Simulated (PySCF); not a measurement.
# [TlI2]+: other functionals and bases at one geometry

Aim: see how levels, charges and forces of [TlI2]+ depend on the level of theory. The species was built from a template and needn't be a known compound.

Program: PySCF 2.14.0. Level of theory: several levels, as the steps say, no spin–orbit coupling. These are calculated values, not measurements.

1 further run of the same task is left out (for a known fault of the program).

### 1 Where the work starts

3 atoms, charge 1, spin multiplicity 1.

Bond lengths: Tl1–I2 2.623 Å, Tl1–I3 2.623 Å. Angles: I2–Tl1–I3 180.0°.

As a file:

```
atom     x (Å)    y (Å)    z (Å)
 Tl1   0.00000  0.00000  0.12709
  I2   2.62318  0.00000  0.12716
  I3  -2.62318  0.00000  0.12716
```

Formal oxidation states: Tl +3. An earlier session relaxed this geometry at PBE0, Tl def2-SVP with ECP60, I def2-SVP with ECP28 (singlet, point group D∞h).

At PBE0 on the finer grid: E = -767.733417 Eh, HOMO -12.88 eV, LUMO -9.15 eV, Mulliken charge on Tl1 +0.58 e, largest force component 0.001 eV/Å. 

Levels to run: revPBE; M06-L; PBE0, TZVP. Hardware: 2 threads of Arm Neoverse V1, shared host.

### 2 revPBE

File run.py (the lines that set the calculation):

```python
mol = gto.M(atom='''
Tl     0.00000     0.00000     0.12709
I      2.62318     0.00000     0.12716
I     -2.62318     0.00000     0.12716''',
    basis={'Tl': 'def2-SVP', 'I': 'def2-SVP'},
    ecp={'Tl': 'def2-SVP', 'I': 'def2-SVP'},
    charge=1, spin=0)
mf = dft.RKS(mol, xc='PBE_R,PBE')
mf.grids.atom_grid = (75, 302)
mf = mf.density_fit()  # fitting sets: Tl def2-universal-JKFIT, I def2-universal-JKFIT
mf.conv_tol = 1e-08; mf.max_cycle = 55
mf.kernel(dm0)  # dm0: the density of the relaxed state
```

The run is started by

```sh
OMP_NUM_THREADS=2 python run.py
```

### 3 M06-L

Edit run.py (the lines that set the calculation) of step 2 so:

```diff
@@ -7,3 +7,3 @@
     charge=1, spin=0)
-mf = dft.RKS(mol, xc='PBE_R,PBE')
+mf = dft.RKS(mol, xc='M06L')
 mf.grids.atom_grid = (75, 302)
```

### 4 PBE0, TZVP

Basis: Tl def2-TZVP with ECP60, I def2-TZVP with ECP28. 

File run.py (the lines that set the calculation):

```python
mol = gto.M(atom='''
Tl     0.00000     0.00000     0.12709
I      2.62318     0.00000     0.12716
I     -2.62318     0.00000     0.12716''',
    basis={'Tl': 'def2-TZVP', 'I': 'def2-TZVP'},
    ecp={'Tl': 'def2-TZVP', 'I': 'def2-TZVP'},
    charge=1, spin=0)
mf = dft.RKS(mol, xc='PBE0')
mf.grids.atom_grid = (75, 302)
mf = mf.density_fit()  # fitting sets: Tl def2-universal-JKFIT, I def2-universal-JKFIT
mf.conv_tol = 1e-08; mf.max_cycle = 55
mf.kernel(dm0)  # dm0: free metal ions and neutral atoms
```

What does the calculation give? Wanted: for each run, HOMO; gap; charge on Tl1; dipole; largest force.

The runs gave:

| level | state | HOMO (eV) | gap (eV) | charge on Tl1 (e) | dipole (D) | largest force (eV/Å) | basis functions | time |
| --- | --- | --- | --- | --- | --- | --- | --- | --- |
| PBE0 (relaxed here) | singlet | -12.88 | 3.72 | 0.58 | 0.00 | 0.00 | 78 | 5.5 s |
| revPBE | singlet | -11.68 | 1.94 | 0.53 | 0.00 | 0.49 | 78 | 3.4 s |
| M06-L | singlet | -11.75 | 2.24 | 0.63 | 0.00 | 0.48 | 78 | 4 s |
| PBE0, TZVP | singlet | -12.82 | 3.84 | 0.82 | 0.00 | 0.40 | 150 | 9.9 s |

Times are on 2 threads of Arm Neoverse V1, shared host; the first row also made further properties. The dipole of a charged species depends on the origin, so these sizes hold for this origin alone.

In one basis the HOMO–LUMO gap runs from 1.94 eV (revPBE) to 3.72 eV (PBE0). The largest leftover force, 0.49 eV/Å with revPBE, stands at a geometry relaxed at another level. The Mulliken charge on Tl spans +0.53 to +0.82 e over the levels. Total energies of different levels can't be compared. Spin–orbit coupling is left out throughout.
